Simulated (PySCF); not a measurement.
**[CeCl3(H2O)]+: how tightly the ligands are held**

What does it cost to pull a ligand from [CeCl3(H2O)]+? The species was built from a template and needn't be a known compound.

Program: PySCF 2.14.0. Level of theory: PBE0, Ce lcecp-2-SVP with ECP46, Cl def2-SVP, O def2-SVP, H def2-SVP; scalar-relativistic core potentials, no spin–orbit coupling. These are calculated values, not measurements.

1 further run of the same task is left out (for a known fault of the program).

### Step 1. The starting structure

7 atoms, charge 1, spin multiplicity 1.

Bond lengths: Ce1–Cl2 2.435 Å, Ce1–Cl3 2.433 Å, Ce1–Cl4 2.435 Å, Ce1–O5 2.397 Å, O5–H6 0.973 Å, O5–H7 0.973 Å. Angles: Cl2–Ce1–Cl3 110.2°, Cl2–Ce1–Cl4 112.5°, Cl2–Ce1–O5 107.7°, Cl3–Ce1–Cl4 110.2°, Cl3–Ce1–O5 108.3°, Cl4–Ce1–O5 107.7°, Ce1–O5–H6 127.0°, Ce1–O5–H7 127.0°, H6–O5–H7 106.1°.

Coordinates:

```csv
atom,x (Å),y (Å),z (Å)
Ce1,-0.0702,0.0795,-0.0795
Cl2,1.2824,1.5454,1.3180
Cl3,-1.5138,-1.3050,1.3050
Cl4,1.2824,-1.3180,-1.5454
O5,-1.4549,1.4628,-1.4628
H6,-1.7950,2.3496,-1.2497
H7,-1.7950,1.2497,-2.3496
```

Formal oxidation states: Ce +4. The 4f shell is empty and lies in the core potential. An earlier session relaxed this geometry at PBE0, Ce lcecp-2-SVP with ECP46, Cl def2-SVP, O def2-SVP, H def2-SVP (singlet, point group Cs).

### Step 2. Cl taken off

The ligand (atom 2) keeps its formal charge and a closed shell where it can; ligand and rest are solved at the complex's geometry, in vacuum, with the settings of the relaxation.

```csv
part,charge,state,energy (Eh)
complex,1,singlet,-1494.561587
ligand,-1,singlet,-459.928134
rest,2,singlet,-1034.104333
```

Wall time 1.5 s (2 threads of Arm Neoverse V1, shared host).

### Step 3. Rigid scan of Cl

Atom 2 moves along the line from atom 1; the distance is to the donor, the donors' midpoint or the ring centre. Each point starts from the density of the one before.

```csv
distance (Å),energy from the relaxed point (eV)
2.14,1.119
2.24,0.434
2.34,0.095
2.44,0.000
2.54,0.073
2.64,0.261
2.84,0.833
3.14,1.856
3.54,3.127
4.04,4.344
```

It took 29 s on 2 threads of Arm Neoverse V1, shared host.

### Step 4. H2O taken off

The ligand (atoms 5, 6, 7) keeps its formal charge and a closed shell where it can; ligand and rest are solved at the complex's geometry, in vacuum, with the settings of the relaxation.

```csv
part,charge,state,energy (Eh)
complex,1,singlet,-1494.561587
ligand,0,singlet,-76.275867
rest,1,singlet,-1418.203410
```

It took 1.2 s on 2 threads of Arm Neoverse V1, shared host.

### Step 5. Rigid scan of H2O

Atoms 5, 6, 7 move together along the line from atom 1; the distance is to the donor, the donors' midpoint or the ring centre. Each point starts from the density of the one before.

```csv
distance (Å),energy from the relaxed point (eV)
2.10,0.549
2.20,0.208
2.30,0.045
2.40,0.000
2.50,0.032
2.60,0.111
2.80,0.338
3.10,0.705
3.50,1.109
4.00,1.459
```

Run time: 23 s. Hardware: 2 threads of Arm Neoverse V1, shared host.

### Step 6. Summary of results

| quantity | value |
| --- | --- |
| taking off Cl | 14.40 eV |
| stiffness of the Cl contact | 16.8 eV/Å² |
| taking off H2O | 2.24 eV |
| stiffness of the H2O contact | 7.7 eV/Å² |

Taking off Cl as a fragment of charge -1 costs 14.40 eV, much of it the attraction of the two charges. Near 2.44 Å the Cl contact has a stiffness of about 16.8 eV/Å², and the energy stands 4.34 eV higher at 4.04 Å. Taking off H2O as a fragment of charge +0 costs 2.24 eV. Near 2.40 Å the H2O contact has a stiffness of about 7.7 eV/Å², and the energy stands 1.46 eV higher at 4.00 Å. The free anion is solved without diffuse functions, no counterpoise correction is made, and the parts aren't relaxed; each of these makes the binding look larger. These are double-zeta-type bases without diffuse functions. Spin–orbit coupling is left out.
